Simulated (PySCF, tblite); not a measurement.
# C₆H₃ClO₂: geometry, infrared bands and NMR shifts

Wanted: the infrared bands and NMR shifts of C₆H₃ClO₂ (`O=C1C=CC(Cl)=CC1=O`), by calculation.

Programs: tblite 0.8.0 and PySCF 2.14.0, with density-fitted response routines of our own. Each step states its level of theory. These are calculated values for one molecule in the gas phase, unless marked as measured. Atoms count from 0, in the outputs and in this text.

### 1 Starting geometry

12 atoms, charge 0, multiplicity 1; geometry from: force field or distance geometry start.

Bonds of the start (Å): O0–C1 1.21, C1–C2 1.49, C2–C3 1.33, C3–C4 1.44, C4–Cl5 1.72, C4–C6 1.34, C6–C7 1.47, C7–O8 1.22, C7–C1 1.54, C2–H9 1.09, C3–H10 1.09, C6–H11 1.07.

### 2 Optimising the geometry with GFN2-xTB

What the job is given:

```
{"job": {"kind": "relax", "xc": "GFN2-xTB", "basis": "xTB"}, "charge": 0, "multiplicity": 1}
O     -2.719800    -0.087600    -0.006700
C     -1.512700    -0.040300    -0.013700
C     -0.699000    -1.292900    -0.022000
C      0.627600    -1.213800    -0.031400
C      1.344900     0.028800     0.007500
Cl     3.066700    -0.046600    -0.002300
C      0.736000     1.222200     0.016800
C     -0.734600     1.284500     0.024600
O     -1.315200     2.352400     0.040100
H     -1.257700    -2.225800    -0.038100
H      1.206300    -2.142800    -0.040400
H      1.258700     2.161200     0.039600
```

Launch:

```bash
$ OMP_NUM_THREADS=1 python probes_run.py task.json out
```

This one command runs all jobs of the session in turn.

**Question.** This job is followed by: GFN2-xTB harmonic vibrations, gas phase; GIAO PBE0/pcSseg-1 NMR shielding, non-relativistic, gas phase. Predict these results of the whole session: strongest single infrared mode (GFN2-xTB); zero-point energy (GFN2-xTB); 13C shifts against TMS (PBE0/pcSseg-1); 1H shifts against TMS (PBE0/pcSseg-1); 17O shifts against H2O (PBE0/pcSseg-1); 35Cl shifts against HCl (PBE0/pcSseg-1); surface potential, 1st and 99th percentile.

**Answer**, as computed:

| quantity | value |
| --- | --- |
| strongest single infrared mode (GFN2-xTB) | 1716 cm⁻¹, 338 km/mol |
| zero-point energy (GFN2-xTB) | 45.4 kcal/mol |
| 13C shifts against TMS (PBE0/pcSseg-1) | 183.7, 180.9, 161.3, 145.7, 135.1, 135.1 ppm |
| 1H shifts against TMS (PBE0/pcSseg-1) | 6.96, 6.51, 6.21 ppm |
| 17O shifts against H2O (PBE0/pcSseg-1) | 782.4, 759.7 ppm |
| 35Cl shifts against HCl (PBE0/pcSseg-1) | 287 ppm |
| surface potential, 1st and 99th percentile | -1.71 V and 1.56 V |

The optimisation took 13 steps and gained 0.054 eV; among the close pairs (by a distance rule), C1–C2 changed most, from 1.494 to 1.469 Å. All 30 modes are real, so the xTB geometry is a minimum. The strongest single mode, at 1716 cm⁻¹, moves mainly C1 and O0. GFN2-xTB is a fitted tight-binding method: band positions and strengths are rough. Its intensities can rank the bands wrongly. H10 (hydrogen on a β carbon of a C=C–C=O unit) lies farthest downfield among hydrogen, at 6.96 ppm; attached to an sp2 carbon and in the plane of the double bond. At PBE0/pcSseg-1, counted by nearest atom on the grid, the HOMO lies on O0, O8 about 32 % each; C1, C7 about 9 % each, the LUMO on O0, O8 about 16 % each; 4 C atoms about 11 % each.
